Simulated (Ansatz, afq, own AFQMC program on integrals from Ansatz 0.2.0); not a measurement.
# NH₂Br (triplet): AFQMC on the coupled-cluster ladder at distance Br1–H2 along a hydrogen transfer = 1.421 Å, cc-pVTZ

Aim: compute NH₂Br (triplet) with auxiliary-field quantum Monte Carlo on the same integrals as coupled cluster, and set the energies side by side.

Program: Ansatz 0.2.0, Gaussian basis, and an in-house AFQMC program (afq) on its integrals; all values are calculated. Level of theory: cc-pVTZ, frozen cores. These are calculated values, not measurements.

Plan: PBE (unrestricted); CCSD(T) on UHF; r2SCAN (unrestricted); PBE0 (unrestricted); B3LYP (unrestricted); wB97M-V (unrestricted); B2PLYP (unrestricted); Phaseless AFQMC, CISD trial on UHF.

8 further runs of the same task are left out: 1 that didn't finish, 7 set aside as unsound or not needed.

**1. The geometry**

The geometry derives from fragments relaxed apart (PBE0/def2-TZVP) and kept rigid, so it is no stationary point. A hydrogen atom is moved between rigid fragments. No spin-orbit coupling is included. The filled d shell of Br may be among the frozen orbitals whatever the setting's name suggests; the logs give the count.

4 atoms, charge 0, spin multiplicity 3.

Atoms are counted from 1 here; the program's logs count them from 0.

Bond lengths: Br1–H2 1.421 Å, N3–H4 1.040 Å.

**2. PBE (unrestricted)**

Input file in.yaml:

```yaml
crystal:
  periodic: [false, false, false]
  atoms:
    - {symbol: Br, position_ang: [-1.844420, 0.251057, 0.000000]}
    - {symbol: H, position_ang: [-0.423820, 0.251057, 0.000000]}
    - {symbol: N, position_ang: [0.999580, 0.251057, 0.000000]}
    - {symbol: H, position_ang: [1.268661, -0.753170, 0.000000]}
basis:
  gaussian: {orbitals: cc-pVTZ}
magnetization: {spin_polarized: true, initial_magnetization: 2}
hamiltonian: {xc: {name: PBE}}
output: {orbitals: {seedname: orbitals}}
```

Command:

```sh
ansatz run in.yaml --threads 1 --pin off --events-out ev --progress --plain --max-ram 5632MiB --backend cpu
```

Output:

```text
Functional definition: PBE
  name "PBE"
  cite "Perdew, Burke & Ernzerhof, Phys. Rev. Lett. 77, 3865 (1996) doi:10.1103/PhysRevLett.77.3865"
  parent pbe
  parameter kappa = 0.804
  parameter beta = 0.06672455060314922
  exchange = pbe_x(kappa = kappa, mu = beta*pi^2/3)
  correlation = pbe_c(beta = beta)
669 factors; their error is unknown
mean field evaluation 1: about -71520.1784 eV, gradient 7.2e1 eV
mean field evaluation 2: about -71178.7647 eV, gradient 1.7e2 eV
mean field evaluation 4: about -71552.9099 eV, gradient 1.6e1 eV
mean field evaluation 8: about -71554.7289 eV, gradient 3.9e-1 eV
mean field evaluation 16: about -71554.7213 eV, gradient 1.2e-4 eV
mean field evaluation 32: about -71551.6689 eV, gradient 2.6e-3 eV
mean field -71554.72125928 eV, -2629.5875047466 hartree, gradient 2.1e-5 eV, S^2 2.005840; 4 other end points of the search recorded, 0 dependent functions left out
reference -71554.72128443 eV, -2629.5875056706 hartree; 23, 21 occupied and 78, 80 virtual orbitals, 669 factors
Total energy: -71554.72128443 eV, -2629.5875056706 hartree
```

Run time: 4.3 s. Hardware: 1 thread of AMD EPYC 7R13 (Zen 3), shared host; peak memory 0.72 GiB.

From the report: ⟨S²⟩ of the determinant 2.006 (pure triplet: 2.00).

**3. CCSD(T) on UHF**

in.yaml: that of step 2 with these lines changed.

```diff
@@ -10,3 +10,2 @@
 magnetization: {spin_polarized: true, initial_magnetization: 2}
-hamiltonian: {xc: {name: PBE}}
-output: {orbitals: {seedname: orbitals}}
+correlation: {method: ccsd_t, electrons: outside_noble_gas, hamiltonian_folder: ham}
```

Command:

```sh
ansatz run in.yaml --threads 1 --pin off --events-out ev --progress --plain --max-ram 16896MiB --backend cuda --devices 0, --max-vram 18GiB
```

Output, shortened:

```text
Functional definition: HF
  name "HF"
  cite "Fock, Z. Phys. 61, 126 (1930) doi:10.1007/BF01340294"
  parent pbe
[...]
617 factors; integrals over basis functions are off by at most 1.2e-3 eV
[...]
mean field -71511.66998191 eV, -2628.0053994842 hartree, gradient 1.2e-6 eV, S^2 2.025715; 0 other end points of the search recorded, 0 dependent functions left out
15 core orbitals not correlated: weight in the atoms' cores, before any rotation towards them, 1.000 or more for the frozen orbitals, at most 0.000 for the correlated occupied ones
reference -71511.66998191 eV, -2628.0053994842 hartree; 8, 6 occupied and 78, 80 virtual orbitals, 617 factors
second order -8.82692667 eV of doubles, -0.00000000 eV of singles
cycle   1  -9.51154161 eV  change   -6.8e-1 eV  update   6.0e-2
[...]
cycle  13  -9.80182012 eV  change   -2.7e-7 eV  update   1.4e-5
perturbative correction -0.33467233 eV, -0.0122989811 hartree
Total energy: -71521.80647435 eV, -2628.3779087106 hartree
```

It took 6.5 s on 1 × NVIDIA H100 80GB HBM3 with 1 thread of AMD EPYC 7R13 (Zen 3), shared host; peak host memory 0.81 GiB.

From the report: ⟨S²⟩ of the determinant 2.026 (pure triplet: 2.00); correlation -10.1365 eV; T1 0.015; largest double amplitude 0.04.

This run also writes the integrals to the folder ham.

**4. r2SCAN (unrestricted)**

in.yaml: that of step 3 with these lines changed.

```diff
@@ -10,2 +10,2 @@
 magnetization: {spin_polarized: true, initial_magnetization: 2}
-correlation: {method: ccsd_t, electrons: outside_noble_gas, hamiltonian_folder: ham}
+hamiltonian: {xc: {name: r2SCAN}}
```

Command:

```sh
ansatz run in.yaml --threads 1 --pin off --events-out ev --progress --plain --max-ram 5632MiB --backend cpu
```

Output:

```text
Functional definition: r2SCAN
  name "r2SCAN"
  cite "Furness, Kaplan, Ning, Perdew & Sun, J. Phys. Chem. Lett. 11, 8208 (2020) doi:10.1021/acs.jpclett.0c02405"
  cite "Furness, Kaplan, Ning, Perdew & Sun, J. Phys. Chem. Lett. 11, 9248 (2020) doi:10.1021/acs.jpclett.0c03077"
  parent r2scan
  parameter k0 = 0.174
  parameter k1 = 0.065
  parameter a1 = 4.9479
  exchange = r2scan_x(k0 = k0, k1 = k1, a1 = a1)
  correlation = r2scan_c
669 factors; their error is unknown
mean field evaluation 1: about -71535.6989 eV, gradient 6.6e1 eV
mean field evaluation 2: about -71337.0441 eV, gradient 1.4e2 eV
mean field evaluation 4: about -71564.9416 eV, gradient 1.2e1 eV
mean field evaluation 8: about -71565.9639 eV, gradient 3.3e-1 eV
mean field evaluation 16: about -71565.9536 eV, gradient 1.7e-4 eV
mean field -71565.95359355 eV, -2630.0002854173 hartree, gradient 3.7e-5 eV, S^2 2.010913; 0 other end points of the search recorded, 0 dependent functions left out
reference -71565.95360193 eV, -2630.0002857254 hartree; 23, 21 occupied and 78, 80 virtual orbitals, 669 factors
Total energy: -71565.95360193 eV, -2630.0002857254 hartree
```

Run time: 3.5 s. Hardware: 1 thread of AMD EPYC 7R13 (Zen 3), shared host; peak memory 0.72 GiB.

From the report: ⟨S²⟩ of the determinant 2.011 (pure triplet: 2.00).

**5. PBE0 (unrestricted)**

in.yaml: that of step 4 with these lines changed.

```diff
@@ -10,2 +10,3 @@
 magnetization: {spin_polarized: true, initial_magnetization: 2}
-hamiltonian: {xc: {name: r2SCAN}}
+hamiltonian: {xc: {name: PBE0}}
+output: {orbitals: {seedname: orbitals}}
```

Same command.

Output:

```text
Functional definition: PBE0
  name "PBE0"
  cite "Adamo & Barone, J. Chem. Phys. 110, 6158 (1999) doi:10.1063/1.478522"
  cite "Perdew, Burke & Ernzerhof, Phys. Rev. Lett. 77, 3865 (1996) doi:10.1103/PhysRevLett.77.3865"
  parent pbe
  parameter a = 0.25
  parameter kappa = 0.804
  parameter beta = 0.06672455060314922
  exchange = (1 - a)*pbe_x(kappa = kappa, mu = beta*pi^2/3) + a*exact_x
  correlation = pbe_c(beta = beta)
711 factors; their error is unknown
mean field evaluation 1: about -71547.3000 eV, gradient 4.0e1 eV
mean field evaluation 2: about -71521.6863 eV, gradient 7.7e1 eV
mean field evaluation 4: about -71556.9297 eV, gradient 3.4e0 eV
mean field evaluation 8: about -71557.0209 eV, gradient 1.7e-1 eV
mean field evaluation 16: about -71557.2442 eV, gradient 1.5e-3 eV
mean field -71557.24422089 eV, -2629.6802218754 hartree, gradient 4.9e-5 eV, S^2 2.009464; 0 other end points of the search recorded, 0 dependent functions left out
reference -71557.24424014 eV, -2629.6802225829 hartree; 23, 21 occupied and 78, 80 virtual orbitals, 711 factors
Total energy: -71557.24424014 eV, -2629.6802225829 hartree
```

It took 2.3 s on 1 thread of AMD EPYC 7R13 (Zen 3), shared host; peak memory 1 GiB.

From the report: ⟨S²⟩ of the determinant 2.009 (pure triplet: 2.00).

**6. B3LYP (unrestricted)**

in.yaml: that of step 5 with these lines changed.

```diff
@@ -10,3 +10,2 @@
 magnetization: {spin_polarized: true, initial_magnetization: 2}
-hamiltonian: {xc: {name: PBE0}}
-output: {orbitals: {seedname: orbitals}}
+hamiltonian: {xc: {name: B3LYP}}
```

Same command.

Output, shortened:

```text
Functional definition: B3LYP
  name "B3LYP"
  cite "Stephens, Devlin, Chabalowski & Frisch, J. Phys. Chem. 98, 11623 (1994) doi:10.1021/j100096a001"
  cite "Becke, Phys. Rev. A 38, 3098 (1988) doi:10.1103/PhysRevA.38.3098"
  cite "Lee, Yang & Parr, Phys. Rev. B 37, 785 (1988) doi:10.1103/PhysRevB.37.785"
  cite "Vosko, Wilk & Nusair, Can. J. Phys. 58, 1200 (1980) doi:10.1139/p80-159"
[...]
699 factors; their error is unknown
[...]
mean field -71568.00741134 eV, -2630.0757618292 hartree, gradient 3.7e-5 eV, S^2 2.008246; 0 other end points of the search recorded, 0 dependent functions left out
reference -71568.00759010 eV, -2630.0757683983 hartree; 23, 21 occupied and 78, 80 virtual orbitals, 699 factors
Total energy: -71568.00759010 eV, -2630.0757683983 hartree
```

Wall time 2.4 s (1 thread of AMD EPYC 7R13 (Zen 3), shared host); peak memory 1.6 GiB.

From the report: ⟨S²⟩ of the determinant 2.008 (pure triplet: 2.00).

**7. wB97M-V (unrestricted)**

in.yaml: that of step 6 with these lines changed.

```diff
@@ -10,2 +10,3 @@
 magnetization: {spin_polarized: true, initial_magnetization: 2}
-hamiltonian: {xc: {name: B3LYP}}
+hamiltonian: {xc: {name: wB97M-V}}
+output: {orbitals: {seedname: orbitals}}
```

Launched as before.

Output, shortened:

```text
Functional definition: wB97M-V
  name "wB97M-V"
  cite "Mardirossian & Head-Gordon, J. Chem. Phys. 144, 214110 (2016) doi:10.1063/1.4952647"
  cite "Becke, J. Chem. Phys. 107, 8554 (1997) doi:10.1063/1.475007"
  cite "Vydrov & Van Voorhis, J. Chem. Phys. 133, 244103 (2010) doi:10.1063/1.3521275"
  # Of w^i u^j: cxij and so on, Table III.
[...]
  gx(w, u) = 1 - cx + cx01*u + cx10*w
  gss(w, u) = css00 + css04*u^4 + css10*w + css20*w^2 + css43*w^4*u^3
  gos(w, u) = cos00 + cos10*w + (cos20 + cos21*u)*w^2 + (cos60 + cos61*u)*w^6
[...]
      + integral(e_c_pw_mod_opposite_spin*gos(b97_w_opposite, b97_u_opposite)) + vv10(b, c)
691 factors; their error is unknown
119 factors; integrals over basis functions are off by at most 4.3e-5 eV
[...]
mean field -71562.34035048 eV, -2629.8675011837 hartree, gradient 2.4e-5 eV, S^2 2.009136; 0 other end points of the search recorded, 0 dependent functions left out
reference -71562.34038072 eV, -2629.8675022950 hartree; 23, 21 occupied and 78, 80 virtual orbitals, 691 factors
Total energy: -71562.34038072 eV, -2629.8675022950 hartree
```

Run time: 7.5 s. Hardware: 1 thread of AMD EPYC 7R13 (Zen 3), shared host; peak memory 1.6 GiB.

From the report: ⟨S²⟩ of the determinant 2.009 (pure triplet: 2.00).

**8. B2PLYP (unrestricted)**

in.yaml: that of step 7 with these lines changed.

```diff
@@ -10,3 +10,3 @@
 magnetization: {spin_polarized: true, initial_magnetization: 2}
-hamiltonian: {xc: {name: wB97M-V}}
-output: {orbitals: {seedname: orbitals}}
+hamiltonian: {xc: {name: B2PLYP}}
+correlation: {electrons: outside_noble_gas}
```

Launched as before.

Output, shortened:

```text
Functional definition: B2PLYP
  name "B2PLYP"
  cite "Grimme, J. Chem. Phys. 124, 034108 (2006) doi:10.1063/1.2148954"
  cite "Becke, Phys. Rev. A 38, 3098 (1988) doi:10.1103/PhysRevA.38.3098"
  cite "Lee, Yang & Parr, Phys. Rev. B 37, 785 (1988) doi:10.1103/PhysRevB.37.785"
[...]
617 factors; integrals over basis functions are off by at most 1.2e-3 eV
[...]
mean field -71551.56816636 eV, -2629.4716307189 hartree, gradient 3.2e-6 eV, S^2 2.014573; 0 other end points of the search recorded, 0 dependent functions left out
15 core orbitals not correlated: weight in the atoms' cores, before any rotation towards them, 1.000 or more for the frozen orbitals, at most 0.000 for the correlated occupied ones
reference -71551.56828099 eV, -2629.4716349315 hartree; 8, 6 occupied and 78, 80 virtual orbitals, 617 factors
second order -10.75594153 eV of doubles, -0.00000000 eV of singles
Total energy: -71554.47238520 eV, -2629.5783587929 hartree
```

Wall time 3.3 s (1 thread of AMD EPYC 7R13 (Zen 3), shared host); peak memory 1.6 GiB.

From the report: ⟨S²⟩ of the determinant 2.015 (pure triplet: 2.00).

**9. Phaseless AFQMC, CISD trial on UHF**

It reads the integrals that the CCSD(T) run on this determinant wrote.

Command:

```sh
afq ham --method phaseless --trial cisd --walkers 1500 --populations 20 --least-time 60 --time-step 0.005 --steps-per-block 50 --equilibration-blocks 28 --max-blocks 4000 --target-error 0.00022 --factor-cut 1e-05 --start spin_pure --seed 7566 --release-times 0.24,0.51,0.99,1.62,2.4 --release-step 0.03 --release-every 3 --taylor-order 6
```

Output:

```text
orbitals 86  electrons 8 6  factors 557 of 617
reference energy -2628.00539948 Eh
CCSD correlation -0.36020996 Eh in 15 cycles, weight of the determinant in the CISD state 0.8718
energy of the start -2628.364505 Eh
 block  time / (1/Eh)  mean weight  energy / Eh
     1     0.250  0.9996  -2628.360729
     2     0.500  1.0009  -2628.365800
     3     0.750  0.9995  -2628.370213
     4     1.000  0.9997  -2628.372102
     5     1.250  1.0005  -2628.375760
     6     1.500  0.9999  -2628.377613
     7     1.750  0.9999  -2628.378664
     8     2.000  1.0004  -2628.377646
     9     2.250  1.0003  -2628.377952
    10     2.500  0.9998  -2628.378343
    11     2.750  0.9998  -2628.378253
    13     3.250  1.0001  -2628.377348
    15     3.750  1.0009  -2628.378391
    17     4.250  0.9995  -2628.378454
    19     4.750  0.9999  -2628.379597
    21     5.250  1.0000  -2628.379257
    23     5.750  0.9998  -2628.377988
    25     6.250  1.0006  -2628.378558
    27     6.750  1.0003  -2628.378418
    29     7.250  0.9991  -2628.378648
    31     7.750  0.9997  -2628.378189
    33     8.250  0.9998  -2628.378376
    35     8.750  1.0007  -2628.378742
    37     9.250  1.0003  -2628.379999
    39     9.750  1.0001  -2628.380151
    41    10.250  0.9996  -2628.379898
    43    10.750  0.9998  -2628.379671
    45    11.250  1.0002  -2628.380372
    47    11.750  1.0001  -2628.379039
    49    12.250  1.0001  -2628.380528
    51    12.750  1.0005  -2628.377998
    53    13.250  1.0001  -2628.377850
    55    13.750  1.0004  -2628.377853
    57    14.250  1.0001  -2628.380792
    59    14.750  0.9996  -2628.380046
    61    15.250  0.9999  -2628.377841
    63    15.750  0.9998  -2628.378985
    65    16.250  0.9994  -2628.377657
    67    16.750  0.9993  -2628.378154
    69    17.250  1.0005  -2628.379033
    71    17.750  1.0005  -2628.378035
    73    18.250  1.0001  -2628.379178
    75    18.750  1.0005  -2628.379045
    77    19.250  0.9996  -2628.378863
    79    19.750  1.0001  -2628.379387
    81    20.250  0.9993  -2628.379400
    83    20.750  0.9993  -2628.379171
    85    21.250  1.0000  -2628.378331
    87    21.750  0.9997  -2628.378593
error from the spread of 20 populations
released: time / (1/Eh)  energy / Eh  error  mean overlap
  0.24  -2628.379225  0.000181  0.9974
  0.51  -2628.379653  0.000181  0.9879
  0.99  -2628.379314  0.000220  0.9927
  1.62  -2628.379689  0.000220  0.9776
  2.40  -2628.379984  0.000352  0.9609
energy -2628.379023 +/- 0.000156 Eh
```

Wall time 1.9 min (1 × NVIDIA H100 80GB HBM3 with 2 threads of AMD EPYC 7R13 (Zen 3), shared host); peak host memory 1.6 GiB.

Energy -71521.8368 ± 0.0042 eV. Caveats: constraint bias not in the error.

**10. All levels side by side**

On the UHF determinant, counted from CCSD(T) (a yardstick, not exact):

```
                                                level  energy (eV)  from CCSD(T) (kcal/mol)  statistical error (kcal/mol)     time
                                                   HF  -71511.6700                  +233.75                                       
                                                  MP2  -71520.4969                   +30.20                                       
                                                 CCSD  -71521.4718                    +7.72                                       
                                              CCSD(T)  -71521.8065                     0.00                                       
Phaseless AFQMC, CISD trial, step 0.005, 1500 walkers  -71521.8368                    -0.70                          0.10  1.9 min
```

The functionals' totals stand on their own zeros and serve differences with other points: PBE -71554.721 eV; r2SCAN -71565.954 eV; PBE0 -71557.244 eV; B3LYP -71568.008 eV; wB97M-V -71562.340 eV; B2PLYP -71554.472 eV.

**11. What came out**

```
                                       quantity                  value
Phaseless AFQMC, CISD trial on UHF from CCSD(T)  -0.70 ± 0.10 kcal/mol
```

In words: On UHF the phaseless walk with the CISD trial lies -0.70 kcal/mol from CCSD(T), 7 times its error bar. Error bars are statistical and leave out the constraint, the time step and what remains of the start.
